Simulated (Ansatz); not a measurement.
Runs of Ansatz 0.2.0 on Mo4S8NO. The cell holds a slab with vacuum, 14 atoms: a = 6.326 Å, b = 6.326 Å, c = 22.163 Å, α = 90.00°, β = 90.00°, γ = 120.00°. 

```tsv
potentials or basis	cutoff (eV)	gap on the mesh (eV)	largest force (eV/Å)	work function (eV)
PseudoDojo stringent (PBE files)	1252	none	1.45	4.17
Ansatz PAW earlier set	900	none	1.54	4.16
SPMS NC	1034	none	(a)	(b)
Ansatz PAW earlier set	930	none	1.51	4.16
```

Alike in all rows: task band structure; level PBE; no spin polarisation; cell NO (upright) over a top site of the (0 0 1) slab of MoS2, cut from the database cell, not relaxed; k mesh 5 × 5 × 1; smearing fermi-dirac 0.05 eV.

Question: Fill in the values left out.

Answer: (a) 1.53; (b) 4.18.

Caveats: an odd number of electrons without spin polarisation forces a metal; a magnetic or distorted state may lie lower.

A k mesh can miss the band edges, and the runs leave out spin-orbit coupling on Mo.

A gap of «none» marks a metal or a gap under the smearing width.

Not every run made on this cell is shown here.
